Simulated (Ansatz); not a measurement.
I need a rigid scan of one bond angle of AlBH5NSe, SMILES B[NH][AlH][SeH]. Use Ansatz 0.2.0, Python API. Use (for the species named): B3LYP, def2-SVP basis, multiplicity 1.

```xyz
9

B    -0.6162    1.3684    0.0272
N     0.7332    1.0066   -0.4178
Al    0.7337   -0.8945   -0.5985
Se    0.2154   -2.2639    1.2770
H    -1.1042    1.0305    1.0291
H    -1.2541    2.2458   -0.6026
H     1.4081    1.2604    0.3706
H     1.2902   -1.5524   -1.9552
H    -1.3175   -2.2471    0.8531
```

`bend_albh5nse.py`
```python
"""Energy of AlBH5NSe against one bond angle."""

import ansatz as az
from ase import Atoms

atoms = Atoms(["B", "N", "Al", "Se", "H", "H", "H", "H", "H"], positions=[
    (-0.6162, 1.3684, 0.0272),
    (0.7332, 1.0066, -0.4178),
    (0.7337, -0.8945, -0.5985),
    (0.2154, -2.2639, 1.277),
    (-1.1042, 1.0305, 1.0291),
    (-1.2541, 2.2458, -0.6026),
    (1.4081, 1.2604, 0.3706),
    (1.2902, -1.5524, -1.9552),
    (-1.3175, -2.2471, 0.8531),
])

# start the scan from a relaxed geometry
first = (
    az.Crystal.molecule_from_ase(atoms).calculation()
    .basis(gaussian="def2-SVP")
    .functional("B3LYP")
    .relax(force_tolerance=0.02, max_steps=80)
)
atoms.positions = first.run(threads=1, pin="off").report["positions_ang"]

rows = []
for angle in [85, 95, 105, 115, 125, 140, 160]:
    bent = atoms.copy()
    bent.set_angle(2, 3, 8, angle, indices=[8])
    calculation = az.Crystal.molecule_from_ase(bent).calculation().basis(gaussian="def2-SVP").functional("B3LYP")
    rows.append((angle, calculation.run(threads=1, pin="off").report["free_energy_ev"]))
floor = min(e for _, e in rows)
for angle, e in rows:
    print(f"angle Al2-Se3-H8 = {angle:3d} deg   {1000 * (e - floor):9.1f} meV")
```

Output of `python bend_albh5nse.py`:
```text
angle Al2-Se3-H8 =  85 deg        31.4 meV
angle Al2-Se3-H8 =  95 deg         0.0 meV
angle Al2-Se3-H8 = 105 deg        49.5 meV
angle Al2-Se3-H8 = 115 deg       175.5 meV
angle Al2-Se3-H8 = 125 deg       368.7 meV
angle Al2-Se3-H8 = 140 deg       750.0 meV
angle Al2-Se3-H8 = 160 deg      1289.4 meV
```

Notes:
- The scan is rigid, and the energies are electronic, in a modest basis. The zero is the lowest point of the grid, which needn't be the minimum.
- b3lyp holds the VWN-RPA fit, as in Gaussian; the form of ORCA and Turbomole is b3lyp5.
- Hardware and time: 2.7 min on 1 thread of Arm Neoverse V1 (shared host), peak memory 0.31 GiB.
